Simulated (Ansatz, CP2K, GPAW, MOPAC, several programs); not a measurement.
What each method gives for BaTiO3 (P4mm)

A 5-atom cell of BaTiO3 started from a crystallographic database, relaxed with r2SCAN in Ansatz, was computed with several methods. It is tetragonal, P4mm (No. 99); conventional cell a = 3.972 Å, c = 4.112 Å, 12.98 Å³ an atom. Ba is surrounded by 12 O at 2.79–2.92 Å; Ti is surrounded by 6 O at 1.82–2.29 Å; O is surrounded by 2 Ti at 1.82–2.29 Å and 4 Ba at 2.81 Å; O is surrounded by 2 Ti at 1.99 Å and 4 Ba at 2.79–2.92 Å. Calculated for a static, non-magnetic cell.

```
Ba Ti O
1.0
     3.97237    0.00000    0.00000
     0.00000    3.97237    0.00000
     0.00000    0.00000    4.11223
Ba Ti O
1 1 3
Direct
  0.00000 0.00000 0.99564
  0.50000 0.50000 0.47753
  0.50000 0.50000 0.03455
  0.50000 0.00000 0.51764
  0.00000 0.50000 0.51764
```

Gaps and times are for a single point on this cell; volume and bulk modulus come from each method's own relaxation or energy curve at fixed shape, which is too stiff where a cell has free coordinates or axes. Times are rough, from shared hosts (Arm Neoverse V1), and each method has its own mesh and cell size. A double dagger marks a value from a curve with shape and coordinates held. A star marks a curve whose lowest point is an end point. PM6 (MOPAC), PM7 (MOPAC) treat a cluster of cells at its zone centre, which samples few k points: where these miss a band edge, the gap comes out too large for that reason alone. Gaps from k meshes are read at a limited set of points (mesh, symmetry points, PBE's band edges), so each method's own least gap may be somewhat smaller. xTB and the PM methods were fitted mostly to molecules, and can miss a solid's gap by electronvolts. Minimal bases can be far off for gaps. GLLB-SC's gap includes the derivative discontinuity. d marks a direct gap, i an indirect one (no mark: not told apart), a dash a value that wasn't computed or didn't pass its checks.

```csv
method,kind,gap (eV),own volume (Å³/atom),bulk modulus (GPa),atoms computed,processor time
light PBE (260 eV and a coarse mesh),light plane-wave,1.68 i,–,–,5,1.2 s
PM7 (MOPAC),semi-empirical,2.49,13.80‡,264‡,90,8.9 s
PBE,semilocal,1.87 i,13.34,155‡,5,9.8 s
PBE/SZV (CP2K),small basis,1.25 i,14.13*‡,146*‡,5,14 s
r2SCAN,semilocal,2.23 i,12.98,175‡,5,20 s
GLLB-SC (GPAW),model potential,3.75,–,–,5,23 s
PBE/DZVP (CP2K),small basis,1.74 i,13.38‡,158‡,5,42 s
PM6 (MOPAC),semi-empirical,3.02,–,–,90,95 s
```

Against r2SCAN (2.23 eV) and with closed or daggered gaps left aside, the nearest gap at the points sampled is that of PM7 (MOPAC) (+0.26 eV) and the farthest that of GLLB-SC (GPAW) (+1.52 eV). r2SCAN is only a yardstick of convenience: semilocal gaps usually lie below measured ones, which GLLB-SC and hybrids aim to mend.

Volumes against r2SCAN's: PBE +2.8 %.

Runs without a result: GFN1-xTB (tblite) (single point), GFN2-xTB (tblite) (single point).

Spin-orbit coupling is left out.
